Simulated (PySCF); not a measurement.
# C7H9FO: the cost of one run

Programs: PySCF 2.14.0, with routines of our own; each step states its level. All values are computed. Atoms count from 0.

## 1. The starting structure

18 atoms, charge 0, multiplicity 1; geometry from: GFN2-xTB.

## 2. Geometry optimisation at HF/def2-SV(P)

What the job is given:

```
{"job": {"xc": "HF", "basis": "def2-SV(P)", "grid": 1, "kind": "geom"}, "charge": 0, "multiplicity": 1}
C      3.131168    -0.169794    -1.564831
O      2.016279     0.404401    -0.925929
C      0.903710    -0.369115    -0.880117
C     -0.220035     0.025350    -0.271947
C     -0.469235     1.258905     0.443082
C     -1.696066     1.271577     0.963262
C     -2.449988     0.011445     0.659638
C     -1.469859    -0.819658    -0.183203
F     -1.202569    -2.035787     0.430544
H      3.923338     0.575970    -1.530169
H      3.462297    -1.076624    -1.048275
H      2.909858    -0.414609    -2.609239
H      0.963193    -1.339728    -1.361223
H      0.277096     2.027282     0.523764
H     -2.137105     2.058520     1.548574
H     -3.378923     0.213186     0.123664
H     -2.700735    -0.529638     1.574805
H     -1.871182    -1.085364    -1.168816
```

The run is started by

```bash
$ OMP_NUM_THREADS=1 python excited_run.py task.json out
```

One launch serves the whole session: the jobs run in the order shown.

Q: Estimate the wall time and peak memory of this first job on 1 thread of Intel Xeon at 2.70GHz, shared host.

About 69 s, with a peak of 0.56 GiB.
